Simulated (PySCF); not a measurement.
**One shape, several levels: C2H7BSi2 (SMILES B[SiH2][SiH2]C#C)**

Aim: a comparison of 4 runs (HF/STO-3G, HF/3-21G, B3LYP/6-31G*, PBE0/def2-SVP) of C2H7BSi2. Input form: a Python script.

Program for the calculation: PySCF 2.14.0.

### Step 1. Starting point

The species is C2H7BSi2 (12 atoms), meant as a singlet with charge 0. SMILES: `B[SiH2][SiH2]C#C`. The shape is that of a GFN2-xTB optimisation. This is one conformer, not always the lowest.

Bond lengths: B1–Si2 1.934 Å, Si2–Si3 2.340 Å, Si3–C4 1.850 Å, C4–C5 1.202 Å, B1–H6 1.171 Å, B1–H7 1.171 Å, Si2–H8 1.477 Å, Si2–H9 1.476 Å, Si3–H10 1.469 Å, Si3–H11 1.471 Å, C5–H12 1.052 Å. Some angles: B1–Si2–Si3 109.5°, Si2–Si3–C4 109.7°, Si3–C4–C5 178.0°, B1–Si2–H8 116.5°, B1–Si2–H9 116.6°, Si3–Si2–H8 104.9°, Si3–Si2–H9 105.8°, Si2–B1–H6 121.5°, Si2–B1–H7 121.7°, Si2–Si3–H10 114.6°.

### Step 2. Energy and gradient at HF/STO-3G (run 1)

geometry.xyz

```xyz
12

B     -1.918370     0.083970     1.111590
Si    -0.117390    -0.526010     1.464650
Si     1.020880    -0.810510    -0.559530
C      0.869370     0.725090    -1.580610
C      0.753130     1.742610    -2.210740
H     -2.170390     1.223250     1.009600
H     -2.794670    -0.667780     0.914570
H      0.014660    -1.823280     2.159100
H      0.732780     0.360660     2.282690
H      2.464300    -1.048260    -0.422460
H      0.481540    -1.890590    -1.400580
H      0.664160     2.630850    -2.768270
```

run.py

```python
# B[SiH2][SiH2]C#C
from pyscf import gto, scf

molecule = gto.Mole()
molecule.atom = 'geometry.xyz'
molecule.max_memory = 1860
molecule.verbose = 3
molecule.spin = 0
molecule.charge = 0
molecule.basis = 'sto-3g'
molecule.build()

mf = scf.RHF(molecule)
mf.conv_tol = 1e-10
mf.kernel()
if not mf.converged:
    mf = mf.newton().run(mf.mo_coeff, mf.mo_occ)

e_final = mf.e_tot
print(f'total energy: {e_final:.8f} hartree')
grad = mf.nuc_grad_method().kernel()
mf.analyze()
```

Command:

```console
OMP_NUM_THREADS=1 python run.py
```

Standard output:

```text
converged SCF energy = -674.378641361373
total energy: -674.37864136 hartree
--------------- RHF gradients ---------------
         x                y                z
0 B     0.0161205847    -0.0057671714     0.0029217528
1 Si    -0.0562623422     0.0217421926    -0.0070401295
2 Si     0.0004451208     0.0015517104     0.0055594579
3 C     0.0080537271    -0.0577856300     0.0325845786
4 C    -0.0099813905     0.0795851716    -0.0484947089
5 H    -0.0019995646     0.0071301935    -0.0015522576
6 H    -0.0058409771    -0.0041478075    -0.0018505924
7 H     0.0107300477    -0.0226353430     0.0138550672
8 H     0.0208469146     0.0099873932     0.0162761555
9 H     0.0236755775    -0.0024423436    -0.0024379392
10 H    -0.0073727939    -0.0160454363    -0.0169197139
11 H     0.0015850958    -0.0111729296     0.0070983296
----------------------------------------------
**** MO energy ****
MO #1   energy= -67.9820651795001  occ= 2
MO #2   energy= -67.9505868079408  occ= 2
MO #3   energy= -10.9577829511837  occ= 2
MO #4   energy= -10.9283039150082  occ= 2
MO #5   energy= -7.40219163173717  occ= 2
MO #6   energy= -5.96548698262404  occ= 2
MO #7   energy= -5.93985966335656  occ= 2
MO #8   energy= -3.99097375810733  occ= 2
MO #9   energy= -3.99033488917445  occ= 2
MO #10  energy= -3.99022555968138  occ= 2
MO #11  energy= -3.96548446380517  occ= 2
MO #12  energy= -3.96463653662022  occ= 2
MO #13  energy= -3.96432317970139  occ= 2
MO #14  energy= -0.924688643309423 occ= 2
MO #15  energy= -0.741156966015038 occ= 2
MO #16  energy= -0.687931383023141 occ= 2
MO #17  energy= -0.634124953230439 occ= 2
MO #18  energy= -0.601207410647482 occ= 2
MO #19  energy= -0.482152542833646 occ= 2
MO #20  energy= -0.456069073025195 occ= 2
MO #21  energy= -0.442089143879266 occ= 2
MO #22  energy= -0.40079145939571  occ= 2
MO #23  energy= -0.388906598511536 occ= 2
MO #24  energy= -0.353602147465169 occ= 2
MO #25  energy= -0.314876811672673 occ= 2
MO #26  energy= -0.295412854996763 occ= 2
MO #27  energy= 0.208406830413014  occ= 0
MO #28  energy= 0.377220222346788  occ= 0
MO #29  energy= 0.389156252683723  occ= 0
MO #30  energy= 0.437642747651633  occ= 0
MO #31  energy= 0.469351585376074  occ= 0
MO #32  energy= 0.512198818074548  occ= 0
MO #33  energy= 0.532905390977984  occ= 0
MO #34  energy= 0.582212500541187  occ= 0
MO #35  energy= 0.606634889740198  occ= 0
MO #36  energy= 0.666720583437228  occ= 0
MO #37  energy= 0.698548751495683  occ= 0
MO #38  energy= 0.757428294115821  occ= 0
MO #39  energy= 0.805569272369223  occ= 0
MO #40  energy= 1.44961244913905   occ= 0
 ** Mulliken atomic charges  **
charge of    0B =      0.03292
charge of    1Si =      0.38632
charge of    2Si =      0.49521
charge of    3C =     -0.22199
charge of    4C =     -0.11479
charge of    5H =     -0.04707
charge of    6H =     -0.04902
charge of    7H =     -0.14176
charge of    8H =     -0.13806
charge of    9H =     -0.13173
charge of   10H =     -0.13647
charge of   11H =      0.06644
Dipole moment(X, Y, Z, Debye): -0.55473, -0.46892,  0.98672
```

It took 6.9 s on 1 thread of Intel Xeon at 2.50GHz (Skylake/Cascade Lake), shared host; peak memory 0.12 GiB.

### Step 3. Energy and forces at HF/3-21G (run 2)

mol.xyz

```xyz
12
C2H7BSi2
B     -1.918370     0.083970     1.111590
Si    -0.117390    -0.526010     1.464650
Si     1.020880    -0.810510    -0.559530
C      0.869370     0.725090    -1.580610
C      0.753130     1.742610    -2.210740
H     -2.170390     1.223250     1.009600
H     -2.794670    -0.667780     0.914570
H      0.014660    -1.823280     2.159100
H      0.732780     0.360660     2.282690
H      2.464300    -1.048260    -0.422460
H      0.481540    -1.890590    -1.400580
H      0.664160     2.630850    -2.768270
```

input.py

```python
# B[SiH2][SiH2]C#C
import pyscf.grad
from pyscf import gto, scf

molecule = gto.M(
    atom='mol.xyz',
    verbose=4,
    basis='3-21g',
    max_memory=1860,
)

calc0 = scf.RHF(molecule)
calc0.conv_tol = 1e-10
calc0.kernel()
if not calc0.converged:
    calc0 = calc0.newton().run(calc0.mo_coeff, calc0.mo_occ)

e_tot = calc0.e_tot
print(f'total energy: {e_tot:.8f} hartree')
grad = calc0.Gradients().kernel()
calc0.analyze()
```

Command:

```console
OMP_NUM_THREADS=1 python input.py
```

Standard output:

```text
PySCF version 2.14.0

[... 82 lines left out ...]
Total Energy =                        -678.613144875353214
[... 10 lines left out ...]
MO #4   energy= -11.1685879362609  occ= 2
[... 8 lines left out ...]
MO #13  energy= -4.18394740669201  occ= 2
[... 8 lines left out ...]
MO #22  energy= -0.460189439620273 occ= 2
[... 8 lines left out ...]
MO #31  energy= 0.199125771129425  occ= 0
[... 8 lines left out ...]
MO #40  energy= 0.437331993085547  occ= 0
[... 8 lines left out ...]
MO #49  energy= 0.715565043704511  occ= 0
[... 8 lines left out ...]
MO #58  energy= 1.28703340818193   occ= 0
[... 8 lines left out ...]
MO #67  energy= 2.30183007724697   occ= 0
[... 82 lines left out ...]
Dipole moment(X, Y, Z, Debye): -0.78829,  0.45702,  0.25331
```

Wall time 7.5 s (1 thread of Intel Xeon at 2.50GHz (Skylake/Cascade Lake), shared host); peak memory 0.14 GiB.

### Step 4. Energy and forces at B3LYP/6-31G(d) (Cartesian functions) (run 3)

run.py

```python
from pyscf import gto, dft

mol = gto.M(
    atom=[
    ('B', (-1.918370, 0.083970, 1.111590)),
    ('Si', (-0.117390, -0.526010, 1.464650)),
    ('Si', (1.020880, -0.810510, -0.559530)),
    ('C', (0.869370, 0.725090, -1.580610)),
    ('C', (0.753130, 1.742610, -2.210740)),
    ('H', (-2.170390, 1.223250, 1.009600)),
    ('H', (-2.794670, -0.667780, 0.914570)),
    ('H', (0.014660, -1.823280, 2.159100)),
    ('H', (0.732780, 0.360660, 2.282690)),
    ('H', (2.464300, -1.048260, -0.422460)),
    ('H', (0.481540, -1.890590, -1.400580)),
    ('H', (0.664160, 2.630850, -2.768270)),
],
    charge=0,
    verbose=3,
    basis='6-31g*',
    spin=0,
    max_memory=1860,
    cart=True,
)

ks = dft.RKS(mol, xc='b3lyp')
ks.conv_tol = 1e-10
ks.grids.level = 5
ks.kernel()
if not ks.converged:
    ks = ks.newton().run(ks.mo_coeff, ks.mo_occ)

etot = ks.e_tot
print('Final energy', etot)
grad = ks.nuc_grad_method().kernel()
dip = ks.dip_moment()
pop, q = ks.mulliken_pop()
```

Command:

```console
OMP_NUM_THREADS=1 python run.py
```

Standard output:

```text
converged SCF energy = -684.157422219272
Final energy -684.157422219272
[... 8 lines left out ...]
Dipole moment(X, Y, Z, Debye): -0.56497,  0.37138,  0.14080
[... 110 lines left out ...]
charge of   11H =      0.18524
```

Wall time 96 s (1 thread of Intel Xeon at 2.50GHz (Skylake/Cascade Lake), shared host); peak memory 1 GiB.

### Step 5. Energy and forces at PBE0/def2-SVP (run 4)

job.py

```python
import pyscf.grad
from pyscf import gto, dft

molecule = gto.M(
    atom='''
B       -1.918370       0.083970       1.111590
Si      -0.117390      -0.526010       1.464650
Si       1.020880      -0.810510      -0.559530
C        0.869370       0.725090      -1.580610
C        0.753130       1.742610      -2.210740
H       -2.170390       1.223250       1.009600
H       -2.794670      -0.667780       0.914570
H        0.014660      -1.823280       2.159100
H        0.732780       0.360660       2.282690
H        2.464300      -1.048260      -0.422460
H        0.481540      -1.890590      -1.400580
H        0.664160       2.630850      -2.768270
''',
    max_memory=1860,
    spin=0,
    verbose=4,
    basis='def2-svp',
)

myscf = dft.RKS(molecule)
myscf.xc = 'pbe0'
myscf.grids.level = 5
myscf.conv_tol = 1e-10
myscf.kernel()
if not myscf.converged:
    myscf = myscf.newton().run(myscf.mo_coeff, myscf.mo_occ)

e_final = myscf.e_tot
print(f'total energy: {e_final:.8f} hartree')
grad = myscf.Gradients().kernel()
myscf.analyze()
```

Command:

```console
OMP_NUM_THREADS=1 python job.py
```

Standard output:

```text
PySCF version 2.14.0

[... 79 lines left out ...]
converged SCF energy = -683.496443410541
[... 29 lines left out ...]
MO #8   energy= -3.68355333716305  occ= 2
[... 14 lines left out ...]
MO #23  energy= -0.340597407734263 occ= 2
[... 14 lines left out ...]
MO #38  energy= 0.174502697071594  occ= 0
[... 14 lines left out ...]
MO #53  energy= 0.480040158827846  occ= 0
[... 14 lines left out ...]
MO #68  energy= 0.729617797709392  occ= 0
[... 14 lines left out ...]
MO #83  energy= 1.39435938731077   occ= 0
[... 14 lines left out ...]
MO #98  energy= 1.87045181000456   occ= 0
[... 14 lines left out ...]
MO #113 energy= 3.70248205958706   occ= 0
[... 128 lines left out ...]
Dipole moment(X, Y, Z, Debye): -0.54756,  0.36750,  0.14666
```

Wall time 3.1 min (1 thread of Intel Xeon at 2.50GHz (Skylake/Cascade Lake), shared host); peak memory 1.2 GiB.

### Step 6. Overview of the runs

```
run                               level  Cartesian functions  integration grid  energy (Eh)  dipole moment (D)  HOMO energy (eV)  LUMO energy (eV)  wall time
  1                           HF/STO-3G                   no                 –  -674.378641               1.23             -8.04              5.67      6.9 s
  2                            HF/3-21G                   no                 –  -678.613145               0.95            -10.23              1.07      7.5 s
  3  B3LYP/6-31G* (Cartesian functions)                  yes                 5  -684.157422               0.69             -7.33             -2.56       96 s
  4                       PBE0/def2-SVP                   no                 5  -683.496443               0.68             -7.82             -2.65    3.1 min
```

### Step 7. Results

```
                       quantity          value
            run 4: total energy  -683.49644 Eh
           run 4: dipole moment         0.68 D
             run 4: HOMO energy       -7.82 eV
             run 4: LUMO energy       -2.65 eV
           run 4: HOMO–LUMO gap        5.17 eV
run 4: largest force on an atom     1.758 eV/Å
```

What this shows: The dipole moment (its size) runs from 0.68 D (PBE0/def2-SVP) to 1.23 D (HF/STO-3G). The two ends differ in method and basis. The HOMO–LUMO gap runs from 4.77 eV (B3LYP/6-31G*) to 13.71 eV (HF/STO-3G). Totals of different functionals can't be ranked against each other. In run 1 the basis is minimal, so the values are rough. All runs together took 4.9 min, the longest 3.1 min.
